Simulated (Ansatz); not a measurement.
# SrTiO3 (Tausonite): the cost of one run

Program: Ansatz 0.2.0. Level of theory: DFT PBE, scalar-relativistic, plane waves, PAW. These are calculated values, not measurements.

1 further run of the same task is left out (set aside as unsound or not needed).

### 1 The structure to begin with

The structure is cubic, space group Pm-3m (No. 221). The conventional cell has a = 3.937 Å, b = 3.937 Å, c = 3.937 Å, α = 90.00°, β = 90.00°, γ = 90.00°. Around Sr (site symmetry m-3m) lie 12 O at 2.78 Å. Ti (site symmetry m-3m) is surrounded by 6 O at 1.97 Å. O (site symmetry 4/mmm) is surrounded by 2 Ti at 1.97 Å and 4 Sr at 2.78 Å.

Coordinates:

```
CELL_PARAMETERS angstrom
3.93670 0.00000 0.00000
0.00000 3.93670 0.00000
0.00000 0.00000 3.93670
ATOMIC_POSITIONS crystal
Sr 0.50000 0.50000 0.50000
Ti 0.00000 0.00000 0.00000
O 0.50000 0.00000 0.00000
O 0.00000 0.50000 0.00000
O 0.00000 0.00000 0.50000
```

This cell was relaxed beforehand with the same method: volume 12.20 Å³/atom, gap on the mesh 1.82 eV.

### 2 Elastic constants, atoms relaxed

Contents of input.yaml:

```yaml
crystal:
  lattice:
    - [3.9366980972, 0.0, 0.0]
    - [0.0, 3.9366980972, 0.0]
    - [0.0, 0.0, 3.9366980972]
  atoms:
    - { symbol: Sr, position: [0.5, 0.5, 0.5] }
    - { symbol: Ti, position: [0.0, 0.0, 0.0] }
    - { symbol: O, position: [0.5, 0.0, 0.0] }
    - { symbol: O, position: [0.0, 0.5, 0.0] }
    - { symbol: O, position: [0.0, 0.0, 0.5] }
basis:
  ecutwfc: 420
kpoints:
  mp_grid: { grid: [4, 4, 4] }
hamiltonian:
  xc: pbe
scf:
  occupations: { method: fixed }
output:
  forces: true
  stress: true
  eigenvalues: true
elastic:
  mode: relaxed_ion
  stencil: two_point
```

Command:

```
$ ansatz run input.yaml --threads 1 --pin off --max-ram 2560MiB --backend cpu --events-out ev --progress --plain --runs-dir out
```

**Question.** How long does this run take on 1 thread of Intel Xeon Platinum 8488C (Sapphire Rapids), shared host, and how much memory does it need?

About 7.2 s, with a peak of 0.4 GiB.
